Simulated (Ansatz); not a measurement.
The system is SrLaMg6.

```
La Sr Mg
1.0
     5.39283    0.00000    0.00000
     0.00000    3.72498    5.80026
     0.00000   -3.72498    5.80026
La Sr Mg
1 1 6
Direct
  0.50000 0.84527 0.84527
  0.50000 0.33797 0.33797
  0.00000 0.14559 0.14559
  0.00000 0.65650 0.65650
  0.00000 0.67899 0.16689
  0.00000 0.16689 0.67899
  0.50000 0.82937 0.33944
  0.50000 0.33944 0.82937
```

The cell comes from a database or a generator and needn't be the stable form of this composition.

```yaml
Program: Ansatz 0.2.0
Task: single point
Functional: PBE
Potentials_or_basis: Ansatz PAW
Cutoff: "420 eV (not typed: the program's choice for these potentials)"
k_mesh: 5 × 5 × 5
Occupations: fermi-dirac, width 0.05 eV
Spin: no spin polarisation
```

On this cell: pressure 0.0 GPa; largest force 0.124 eV/Å; band gap on the k mesh none (metal or under the smearing width).

The same run follows on a disturbed copy (atoms moved at random, drawn with an rms of 0.05 Å):

```
La Sr Mg
1.0
     5.39283    0.00000    0.00000
     0.00000    3.72498    5.80026
     0.00000   -3.72498    5.80026
La Sr Mg
1 1 6
Cartesian
  2.7668 -0.0058 9.8273
  2.7421 0.0375 3.8730
  -0.0194 0.0164 1.7076
  0.0244 0.0081 7.6412
  0.0160 1.8871 4.9376
  -0.0317 -1.9344 4.8550
  2.7141 1.8089 6.7355
  2.7355 -1.8778 6.7559
```

Q: What does the disturbed cell give?

A: The energy (extrapolated to zero smearing) moves by +6.3 meV/atom; pressure 0.1 GPa; largest force 0.321 eV/Å; band gap on the k mesh none (metal or under the smearing width).

Forces in eV/Å, atoms in the order of the input:
```
La  -0.304 -0.060 -0.087
Sr  -0.204 -0.199  0.116
Mg   0.112 -0.004 -0.213
Mg   0.050 -0.054 -0.068
Mg   0.110  0.056 -0.068
Mg   0.287  0.082  0.025
Mg   0.008 -0.069  0.235
Mg  -0.060  0.246  0.059
```

Stress tensor (GPa, compression positive):
```
0.15 0.06 0.01
0.06 0.08 0.10
0.01 0.10 0.12
```
